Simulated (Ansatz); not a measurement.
# AlGeH4NO: up Jacob's ladder to CCSD(T)

One table from this session's results is given with a row withheld; the runs are named, their logs left out.

The runs use Ansatz 0.2.0, Gaussian basis; functionals in def2-TZVPP, the program's frozen cores in correlated methods.

Plan: LDA (SPW92), PBE-D4, revPBE-D4, BLYP-D4, r2SCAN-D4, B97M-V, PBE0-D4, B3LYP-D4, r2SCANh-D4, r2SCAN0-D4, HSE06-D4, BHLYP-D4, CAM-B3LYP-D4, LC-ωPBE, ωB97X-V, ωB97M-V, B2PLYP, PBE-QIDH; CCSD(T)/def2-SVP; CCSD(T)/def2-TZVPP; MP2/def2-QZVPP; extrapolation to the limit; RPA on PBE.

## The relaxed structure

The geometry comes from an earlier relaxation with PBE0-D4 in a triple-zeta def2 set; it is a stationary point, not always the lowest conformer.

SMILES `[OH][GeH]1[NH][AlH]1`, 8 atoms, charge 0, spin multiplicity 1.

Atoms are counted from 1 here; the program's logs count them from 0.

Bond lengths: O1–Ge2 1.790 Å, O1–H5 0.960 Å, Ge2–N3 1.903 Å, Ge2–Al4 2.363 Å, Ge2–H6 1.541 Å, N3–Al4 1.755 Å, N3–H7 1.009 Å, Al4–H8 1.580 Å. Angles: Ge2–O1–H5 111.8°, O1–Ge2–N3 113.2°, O1–Ge2–Al4 127.0°, O1–Ge2–H6 100.2°, N3–Ge2–Al4 47.1°, N3–Ge2–H6 114.1°, Al4–Ge2–H6 132.5°, Ge2–N3–Al4 80.4°, Ge2–N3–H7 130.3°, Al4–N3–H7 149.3°, Ge2–Al4–N3 52.6°, Ge2–Al4–H8 167.0°, N3–Al4–H8 140.3°.

The first run:

Input file in.yaml:

```yaml
crystal:
  periodic: [false, false, false]
  atoms:
    - {symbol: O, position_ang: [-1.914523, 0.239860, 0.981443]}
    - {symbol: Ge, position_ang: [-0.826685, -0.080202, -0.403951]}
    - {symbol: N, position_ang: [0.905097, 0.679781, -0.188054]}
    - {symbol: Al, position_ang: [1.342571, -1.014661, -0.324776]}
    - {symbol: H, position_ang: [-1.566883, -0.121990, 1.799568]}
    - {symbol: H, position_ang: [-1.650683, 0.545239, -1.546623]}
    - {symbol: H, position_ang: [1.187634, 1.644258, -0.094580]}
    - {symbol: H, position_ang: [2.615570, -1.949487, -0.278827]}
basis:
  gaussian: {orbitals: def2-TZVPP}
hamiltonian: {xc: lda}
output: {orbitals: {seedname: orbitals}}
```

Run with:

```sh
ansatz run in.yaml --threads 2 --pin off --events-out ev --progress --plain --max-ram 4352MiB
```

Among the steps run: LDA; PBE-D4 (GGA); revPBE-D4 (GGA); BLYP-D4 (GGA); r2SCAN-D4 (meta-GGA); B97M-V (meta-GGA); PBE0-D4 (hybrid); B3LYP-D4 (hybrid); r2SCANh-D4 (hybrid); r2SCAN0-D4 (hybrid); HSE06-D4 (hybrid); BHLYP-D4 (hybrid); CAM-B3LYP-D4 (range-separated); LC-ωPBE (range-separated); ωB97X-V (range-separated); ωB97M-V (range-separated); B2PLYP (double hybrid); PBE-QIDH (double hybrid).

One of the session's tables, all rows but one given; the rest of the session is left out.

It belongs to the step «Orbital energies across the functionals». 

```
  functional  HOMO (eV)  LUMO (eV)  gap (eV)
 LDA (SPW92)      -5.64      -2.19      3.45
      PBE-D4      -5.53      -1.98      3.55
   revPBE-D4      -5.49      -1.89      3.59
     BLYP-D4      -5.41      -1.85      3.56
   r2SCAN-D4      -5.75      -1.74      4.02
      B97M-V      -5.82      -1.84      3.98
     PBE0-D4      -6.57      -1.25      5.32
    B3LYP-D4      -6.40      -1.44      4.96
  r2SCANh-D4      -6.14      -1.48      4.65
  r2SCAN0-D4      -6.71      -1.11      5.60
    HSE06-D4      -6.18      -1.62      4.56
    BHLYP-D4      -7.51      -0.49      7.02
CAM-B3LYP-D4          ?          ?         ?
     LC-ωPBE      -9.01       0.72      9.72
     ωB97X-V      -8.72       0.63      9.36
     ωB97M-V      -8.55       0.39      8.93
```

**Question.** Estimate the row for CAM-B3LYP-D4.

The run gave: HOMO (eV): -7.79; LUMO (eV): -0.31; gap (eV): 7.48. In the column «HOMO (eV)» it lies between ωB97M-V (-8.55) and BHLYP-D4 (-7.51).
